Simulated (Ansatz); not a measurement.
**C₂H₄F₂Si: how energies converge with the basis set**

The task here is to estimate one member of a computed series from the others.

Program: Ansatz 0.2.0, Gaussian basis. Level of theory: one geometry, several basis sets. These are calculated values, not measurements.

Plan: PBE0-D4/def2-SVP; ωB97M-V/def2-SVP; PBE0-D4/def2-QZVPP; ωB97M-V/def2-QZVPP; the functionals' def2-TZVPP values are taken from earlier runs.

## Structure used throughout

The geometry comes from an earlier relaxation with PBE0-D4 in a triple-zeta def2 set; it is a stationary point, not always the lowest conformer.

SMILES `F[C@H]1[SiH2][C@@H]1F`, 9 atoms, charge 0, spin multiplicity 1.

Atoms are counted from 1 here; the program's logs count them from 0.

Bond lengths: F1–C2 1.367 Å, C2–Si3 1.877 Å, C2–C4 1.494 Å, C2–H6 1.092 Å, Si3–C4 1.877 Å, Si3–H7 1.477 Å, Si3–H8 1.477 Å, C4–F5 1.367 Å, C4–H9 1.092 Å. Angles: F1–C2–Si3 130.3°, F1–C2–C4 119.3°, F1–C2–H6 111.3°, Si3–C2–C4 66.6°, Si3–C2–H6 109.9°, C4–C2–H6 112.3°, C2–Si3–C4 46.9°, C2–Si3–H7 115.2°, C2–Si3–H8 123.1°, C4–Si3–H7 123.1°, C4–Si3–H8 115.2°, H7–Si3–H8 116.1°, C2–C4–Si3 66.6°, C2–C4–F5 119.3°, C2–C4–H9 112.3°, Si3–C4–F5 130.3°, Si3–C4–H9 109.9°, F5–C4–H9 111.3°.

The first run:

Input file in.yaml:

```yaml
crystal:
  periodic: [false, false, false]
  atoms:
    - {symbol: F, position_ang: [-1.439244, -0.694442, 1.371966]}
    - {symbol: C, position_ang: [-0.415206, 0.023471, 0.820854]}
    - {symbol: Si, position_ang: [1.027844, -0.539586, -0.239896]}
    - {symbol: C, position_ang: [-0.515929, 0.465404, -0.602363]}
    - {symbol: F, position_ang: [-0.658536, 1.795806, -0.880709]}
    - {symbol: H, position_ang: [-0.096031, 0.831024, 1.483433]}
    - {symbol: H, position_ang: [2.329472, 0.074089, 0.093043]}
    - {symbol: H, position_ang: [1.081760, -1.864903, -0.889750]}
    - {symbol: H, position_ang: [-1.225531, -0.137164, -1.173677]}
basis:
  gaussian: {orbitals: def2-SVP}
hamiltonian: {xc: pbe0, dispersion: d4}
output: {orbitals: {seedname: orbitals}}
```

On the command line:

```
$ ansatz run in.yaml --threads 2 --pin off --events-out ev --progress --plain --max-ram 4352MiB
```

Among the steps run: PBE0-D4 in def2-SVP; ωB97M-V in def2-SVP; PBE0-D4 in def2-QZVPP; ωB97M-V in def2-QZVPP.

One table of the session follows, with a row left open; its other results are not shown here.

| functional | basis | HOMO (eV) | LUMO (eV) |
| --- | --- | --- | --- |
| PBE0-D4 | def2-SVP | -7.46 | -0.08 |
| PBE0-D4 | def2-TZVPP | -7.54 | -0.47 |
| PBE0-D4 | def2-QZVPP | -7.57 | -0.57 |
| ωB97M-V | def2-SVP | -9.62 | 1.88 |
| ωB97M-V | def2-TZVPP | ? | ? |
| ωB97M-V | def2-QZVPP | -9.77 | 0.99 |

Q: Estimate the row for ωB97M-V, def2-TZVPP from the others.

**Answer.** HOMO (eV): -9.73; LUMO (eV): 1.27. In the column «HOMO (eV)» it lies between ωB97M-V, def2-QZVPP (-9.77) and ωB97M-V, def2-SVP (-9.62).
